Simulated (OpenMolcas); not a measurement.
# One shape, several levels: triplet TiNH2Cl3

Wanted: a comparison of 6 runs (UHF/STO-3G, UHF/3-21G, UM06-2X/def2-SVP, UM06-L/def2-SVP, UTPSS/def2-SVP, UB3LYP/6-31G*) of triplet TiNH2Cl3. 

The calculation is run with OpenMolcas 26.06.

**1. The molecule**

The species is TiNH2Cl3 (7 atoms), meant as a triplet with charge 0. SMILES of the parent species: `[NH2][Ti]([Cl])([Cl])[Cl]`. The coordinates come from a PBE0-D4/def2-TZVP relaxation. That shape belongs to the parent species and isn't relaxed for this state.

Bond lengths: N1–Ti2 1.838 Å, Ti2–Cl3 2.181 Å, Ti2–Cl4 2.192 Å, Ti2–Cl5 2.181 Å, N1–H6 1.012 Å, N1–H7 1.012 Å. Angles: N1–Ti2–Cl3 107.1°, N1–Ti2–Cl4 109.3°, N1–Ti2–Cl5 107.2°, Cl3–Ti2–Cl4 109.6°, Cl3–Ti2–Cl5 114.1°, Cl4–Ti2–Cl5 109.4°, Ti2–N1–H6 124.2°, Ti2–N1–H7 124.2°, H6–N1–H7 111.5°.

**2. The energy at UHF/STO-3G (run 1)**

The input, mol.input:

```
* Cl3H2NTi Hartree-Fock
>>> EXPORT MOLCAS_PRINT=2

&GATEWAY
 BasLib
 $CurrDir
 BasisSet
 N.STO-3G....
 N1 -0.676400 0.479600 0.813100 angstrom
 End of Basis
 BasisSet
 Ti.STO-3G....
 Ti2 0.416000 -0.273300 -0.459100 angstrom
 End of Basis
 BasisSet
 Cl.STO-3G....
 Cl3 1.922500 -1.442100 0.599700 angstrom
 Cl4 -0.771400 -1.594700 -1.742800 angstrom
 Cl5 1.232300 1.358700 -1.654500 angstrom
 End of Basis
 BasisSet
 H.STO-3G....
 H6 -1.200200 1.334700 0.679200 angstrom
 H7 -0.861700 0.068900 1.718900 angstrom
 End of Basis

&SEWARD

&SCF
 UHF
 Spin
 3
 Thresholds
 1e-10 1e-07 1e-07 1e-05
 PrOrbitals
 1 2
```

The basis set STO-3G is read from a file made from the Basis Set Exchange's data (not shown).

On the command line:

```sh
export MOLCAS_MEM=1860
pymolcas mol.input > mol.log
```

Log:

```text
--- Start Module: gateway ---
[...]
--- Stop Module: gateway /rc=_RC_ALL_IS_WELL_ ---
--- Start Module: seward ---
[...]
      Basis functions           52
--- Stop Module: seward /rc=_RC_ALL_IS_WELL_ ---
[...]
--- Start Module: scf ---
[...]
       Convergence after  25 Iterations
[...]
::    Total SCF energy                              -2258.6601644201
[...]
      Total spin, S                                     1.0023218032
[...]
      Total electronic charge=   82.000000
      Total            charge=   -0.000000
[...]
      Dipole Moment (debye):
      Origin of the operator (angstrom)=    0.5433   -0.3769   -0.6279
                   X= -5.0486E+00               Y=  3.3610E+00               Z=  5.7288E+00           Total=  8.3429E+00
      Quadrupole Moment (debye*angstrom):
[...]
--- Stop Module: scf /rc=_RC_ALL_IS_WELL_ ---
[...]
```

Wall time 5.4 s (1 thread of AMD EPYC 7R43 (Zen 3), shared host); peak memory 0.38 GiB.

**3. A single-point energy at UHF/3-21G (run 2)**

The input, input.xyz:

```xyz
7

N     -0.676400     0.479600     0.813100
Ti     0.416000    -0.273300    -0.459100
Cl     1.922500    -1.442100     0.599700
Cl    -0.771400    -1.594700    -1.742800
Cl     1.232300     1.358700    -1.654500
H     -1.200200     1.334700     0.679200
H     -0.861700     0.068900     1.718900
```

The input, test.input:

```
&GATEWAY
BasLib = $CurrDir
Coord = input.xyz
Basis = 3-21G
Group = NoSym
&SEWARD
&SCF
UHF
Spin = 3
Thresholds = 1e-10 1e-07 1e-07 1e-05
PrOrbitals = 1 2
```

The basis set 3-21G is read from a file made from the Basis Set Exchange's data (not shown).

On the command line:

```sh
export MOLCAS_MEM=1860
pymolcas test.input > test.log
```

Log:

```text
--- Start Module: gateway ---
[...]
--- Stop Module: gateway /rc=_RC_ALL_IS_WELL_ ---
--- Start Module: seward ---
[...]
      Basis functions           79
--- Stop Module: seward /rc=_RC_ALL_IS_WELL_ ---
[...]
--- Start Module: scf ---
[...]
       Convergence after  95 Iterations
[...]
::    Total SCF energy                              -2271.6636029218
[...]
      Total spin, S                                     1.0027524474
[...]
      Total electronic charge=   82.000000
      Total            charge=   -0.000000
[...]
      Dipole Moment (debye):
      Origin of the operator (angstrom)=    0.5433   -0.3769   -0.6279
                   X= -5.9237E+00               Y=  4.0088E+00               Z=  6.8082E+00           Total=  9.8748E+00
      Quadrupole Moment (debye*angstrom):
[...]
--- Stop Module: scf /rc=_RC_ALL_IS_WELL_ ---
[...]
```

Run time: 38 s. Hardware: 1 thread of AMD EPYC 7R43 (Zen 3), shared host; peak memory 0.44 GiB.

**4. A single-point energy at UM06-2X/def2-SVP (run 3)**

The input, calc.inp:

```
* Cl3H2NTi Kohn-Sham DFT
&GATEWAY
BasLib
$CurrDir
BasisSet
N.def2-SVP....
N1 -0.676400 0.479600 0.813100 angstrom
End of Basis
BasisSet
Ti.def2-SVP....
Ti2 0.416000 -0.273300 -0.459100 angstrom
End of Basis
BasisSet
Cl.def2-SVP....
Cl3 1.922500 -1.442100 0.599700 angstrom
Cl4 -0.771400 -1.594700 -1.742800 angstrom
Cl5 1.232300 1.358700 -1.654500 angstrom
End of Basis
BasisSet
H.def2-SVP....
H6 -1.200200 1.334700 0.679200 angstrom
H7 -0.861700 0.068900 1.718900 angstrom
End of Basis
&SEWARD
GridInput
Grid=UltraFine
End of Grid
&SCF
UHF
Spin
3
KSDFT
M062X
Thresholds
1e-10 1e-07 1e-07 1e-05
PrOrbitals
1 2
```

The basis set def2-SVP is read from a file made from the Basis Set Exchange's data (not shown).

On the command line:

```sh
export MOLCAS_MEM=1860
pymolcas calc.inp > calc.log
```

Log:

```text
--- Start Module: gateway ---
[...]
--- Stop Module: gateway /rc=_RC_ALL_IS_WELL_ ---
--- Start Module: seward ---
[...]
      Basis functions          109
--- Stop Module: seward /rc=_RC_ALL_IS_WELL_ ---
[...]
--- Start Module: scf ---
[...]
       Convergence after  75 Iterations
[...]
::    Total KS-DFT energy                           -2285.4582634325
[...]
      Total spin, S                                     1.0027641544
[...]
      Total electronic charge=   82.000000
      Total            charge=   -0.000000
[...]
      Dipole Moment (debye):
      Origin of the operator (angstrom)=    0.5433   -0.3769   -0.6279
                   X= -4.5326E+00               Y=  2.6696E+00               Z=  4.6864E+00           Total=  7.0451E+00
      Quadrupole Moment (debye*angstrom):
[...]
--- Stop Module: scf /rc=_RC_ALL_IS_WELL_ ---
[...]
```

Wall time 5.7 min (1 thread of AMD EPYC 7R43 (Zen 3), shared host); peak memory 0.64 GiB.

Runs 4 to 5 aren't shown in full; the table further down has their settings and results.

**5. The energy at UB3LYP/6-31G(d) (Cartesian functions) (run 6)**

The input, mol.xyz:

```xyz
7

N     -0.676400     0.479600     0.813100
Ti     0.416000    -0.273300    -0.459100
Cl     1.922500    -1.442100     0.599700
Cl    -0.771400    -1.594700    -1.742800
Cl     1.232300     1.358700    -1.654500
H     -1.200200     1.334700     0.679200
H     -0.861700     0.068900     1.718900
```

The input, job.inp:

```
* Cl3H2NTi Kohn-Sham DFT

&gateway
  baslib
  $CurrDir
  coord
  mol.xyz
  basis
  6-31Gs
  group
  NoSym

&seward
  gridinput
  Grid=UltraFine
  End of Grid

&scf
  uhf
  spin
  3
  ksdft
  B3LYP
  thresholds
  1e-10 1e-07 1e-07 1e-05
  prorbitals
  1 1
```

The basis set 6-31G* is read from a file made from the Basis Set Exchange's data (not shown).

On the command line:

```sh
export MOLCAS_MEM=1860
pymolcas job.inp > job.log
```

Log:

```text
--- Start Module: gateway ---
[...]
--- Stop Module: gateway /rc=_RC_ALL_IS_WELL_ ---
--- Start Module: seward ---
[...]
      Basis functions          112
[...]
--- Stop Module: seward /rc=_RC_ALL_IS_WELL_ ---
[...]
--- Start Module: scf ---
[...]
       Convergence after  41 Iterations
[...]
::    Total KS-DFT energy                           -2286.0941387303
[...]
      Total spin, S                                     1.0028168815
[...]
      Total electronic charge=   82.000000
      Total            charge=   -0.000000
[...]
      Dipole Moment (debye):
      Origin of the operator (angstrom)=    0.5433   -0.3769   -0.6279
                   X= -3.9479E+00               Y=  2.0821E+00               Z=  3.7586E+00           Total=  5.8351E+00
      Quadrupole Moment (debye*angstrom):
[...]
--- Stop Module: scf /rc=_RC_ALL_IS_WELL_ ---
[...]
```

Wall time 2.6 min (1 thread of AMD EPYC 7R43 (Zen 3), shared host); peak memory 0.67 GiB.

**6. The series**

```
run                                level  integration grid  Cartesian functions   energy (Eh)  dipole moment (D)  HOMO energy (eV)   ⟨S²⟩  wall time
  1                           UHF/STO-3G                 –                   no  -2258.660164               8.34             -4.48  2.007      5.4 s
  2                            UHF/3-21G                 –                   no  -2271.663603               9.87            -11.35  2.008       38 s
  3                     UM06-2X/def2-SVP         UltraFine                   no  -2285.458263               7.05             -7.41  2.008    5.7 min
  4                      UM06-L/def2-SVP         UltraFine                   no  -2285.563197               5.15             -3.48  2.006    2.1 min
  5                       UTPSS/def2-SVP         UltraFine                   no  -2285.688018               4.84             -3.43  2.006      3 min
  6  UB3LYP/6-31G* (Cartesian functions)         UltraFine                  yes  -2286.094139               5.84             -5.16  2.008    2.6 min
```

**7. What came out**

```
                                 quantity           value
                      run 6: total energy  -2286.09414 Eh
                     run 6: dipole moment          5.84 D
run 6: HOMO energy (highest over α and β)        -5.16 eV
                              run 6: ⟨S²⟩           2.008
```

The dipole moment (its size) runs from 4.84 D (UTPSS/def2-SVP) to 9.87 D (UHF/3-21G). The two ends differ in method and basis. Totals of different functionals can't be ranked against each other. In run 1 the basis is minimal, so the values are rough. All runs together took 14 min, the longest 5.7 min.
